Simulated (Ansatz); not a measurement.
# H6O2Si3: the cost of one run

All numbers are computed with Ansatz 0.2.0 through its Python package. Level of theory: PBE0+D4/6-31G*.

## 1. Starting point

Bond lengths: Si1–O2 1.592 Å, O2–Si3 1.626 Å, Si3–O4 1.724 Å, O4–Si5 1.584 Å, Si1–H6 1.512 Å, Si1–H7 1.462 Å, Si1–H8 1.543 Å, Si5–H9 1.449 Å, Si5–H10 1.525 Å, Si5–H11 1.461 Å. Angles (14 of 15 angles, heavy atoms first): Si1–O2–Si3 139.9°, O2–Si3–O4 112.5°, Si3–O4–Si5 143.3°, O2–Si1–H6 111.5°, O2–Si1–H7 112.6°, O2–Si1–H8 108.9°, O4–Si5–H9 111.9°, O4–Si5–H10 108.8°, O4–Si5–H11 108.7°, H6–Si1–H7 109.5°, H6–Si1–H8 105.1°, H7–Si1–H8 108.9°, H9–Si5–H10 107.7°, H9–Si5–H11 112.0°.

No structure file is read: the coordinates are typed or built in the script.

## 2. The code

energy_h6o2si3.py reads:

```python
"""Electronic structure of the H6O2Si3 molecule."""

from pathlib import Path
import json

import ansatz
import numpy as np

BASIS_SET = "6-31G*"
FUNCTIONAL = "pbe0"
VDW = "d4"


def main() -> None:
    system = (
        ansatz.Crystal.molecule()
        .atom("Si", [-2.8768, 0.477, -0.4797])
        .atom("O", [-1.3582, 0.0416, -0.2839])
        .atom("Si", [0.0641, 0.6676, 0.1938])
        .atom("O", [1.345, -0.4854, 0.1345])
        .atom("Si", [2.8901, -0.6821, 0.4228])
        .atom("H", [-3.4684, 1.0165, 0.8024])
        .atom("H", [-3.7128, -0.6113, -0.9835])
        .atom("H", [-2.9343, 1.6549, -1.475])
        .atom("H", [3.3137, -2.0478, 0.1852])
        .atom("H", [3.16, -0.3617, 1.8894])
        .atom("H", [3.6429, 0.2738, -0.3854])
    )

    calculation = system.calculation()
    calculation = calculation.basis(gaussian=BASIS_SET)
    calculation = calculation.functional(FUNCTIONAL, dispersion=VDW)
    calculation = calculation.forces()
    calculation = calculation.orbitals()
    res = calculation.run(threads=1, runs_dir="h6o2si3_runs")
    report = res.report

    print("reference energy %16.6f eV" % report["reference_energy_ev"])
    print("total energy     %16.6f eV" % report["free_energy_ev"])
    print("occupied orbitals outside the frozen core (up, down):", report["n_occupied"], " frozen:", report["n_frozen"], " virtual:", report["n_virtual"])

    field = report["mean_field"]
    print("<S^2> =", round(abs(field["state"]["spin_squared"]), 4), " all-electron relativity setting:", field["relativity"])
    print("passes:", field["passes"])
    if "symmetry" in field:
        print("occupied orbitals by irrep:", field["symmetry"]["occupied"])

    symbols = [site.symbol for site in system.cartesian_sites]
    print("forces (eV/A)")
    for symbol, f in zip(symbols, report["forces_ev_ang"]):
        print(f"  {symbol:2s} {f[0]:9.4f} {f[1]:9.4f} {f[2]:9.4f}")

    charges = report["charge_distribution"]
    print("dipole moment", round(4.803205 * float(np.linalg.norm(charges["dipole_moment_e_ang"])), 3), "D")
    print("Mulliken:", [(s, round(q, 3)) for s, q in zip(symbols, charges["mulliken_charges_e"])])

    lines = Path(report["orbitals_path"]).read_text().splitlines()
    field_of = lambda key: [line.split("=")[1].strip() for line in lines if line.startswith(key)]
    orbitals = [(27.211386 * float(e), s, float(n)) for e, s, n in zip(field_of("Ene="), field_of("Spin="), field_of("Occup="))]
    homo = max(e for e, _, n in orbitals if n > 0.5)
    lumo = min(e for e, _, n in orbitals if n < 0.5)
    for e, spin, n in sorted(orbitals):
        if homo - 15 < e < lumo + 5:
            print(f"{spin:6s} {e:10.3f} eV  occupation {n:.0f}")
    with open("h6o2si3.json", "w") as handle:
        json.dump({k: report[k] for k in ("free_energy_ev", "reference_energy_ev", "n_occupied", "n_virtual")}, handle, indent=1)


if __name__ == "__main__":
    main()
```

## 3. The run

Launch:

```bash
$ python energy_h6o2si3.py
```

What time and memory should one allow on 1 thread of Arm Neoverse N1, shared host?

About 9.1 s, with a peak of 0.27 GiB.
